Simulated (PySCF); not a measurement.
# GeH7NSSi: the cost of one run

Programs: PySCF 2.14.0, with density-fitted response routines of our own. Each step states its level of theory. These are calculated values for one molecule in the gas phase, unless marked as measured. Atoms are numbered from 0 throughout.

## (1) The starting structure

11 atoms, charge 0, multiplicity 1; geometry from: GFN2-xTB. The atoms were then displaced at random by about 0.01 Å, so the start is not that level's minimum.

Bonds of the start (Å): N0–Ge1 1.80, Ge1–S2 2.18, S2–Si3 2.18, N0–H4 1.02, N0–H5 1.03, Ge1–H6 1.51, Ge1–H7 1.51, Si3–H8 1.45, Si3–H9 1.43, Si3–H10 1.46.

## (2) Geometry optimisation at PBE0-D3(BJ)/def2-SVP

The job: settings as JSON, then the geometry in Å.

```
{"job": {"xc": "PBE0", "basis": "def2-SVP", "d3": "d3bj", "grid": 1, "shake": 0.01, "kind": "geom"}, "charge": 0, "multiplicity": 1}
N     -1.507070     0.707640    -0.689740
Ge    -1.139170    -0.587600     0.497890
S      0.749200    -0.062810     1.461300
Si     2.077650     0.048510    -0.261880
H     -1.514440     1.671870    -0.345350
H     -2.382240     0.616790    -1.226790
H     -2.129610    -0.789780     1.618580
H     -1.033910    -1.833020    -0.340660
H      1.946640    -1.210460    -0.966810
H      3.346450     0.245690     0.360740
H      1.624620     1.167350    -1.083030
```

Run with:

```bash
> OMP_NUM_THREADS=1 python probes_run.py task.json out
```

The driver reads the jobs from task.json and runs them one after another.

**Question.** How long does this first job take on 1 thread of Arm Neoverse V1, shared host, and how much memory does it need?

About 89 s, with a peak of 0.5 GiB.
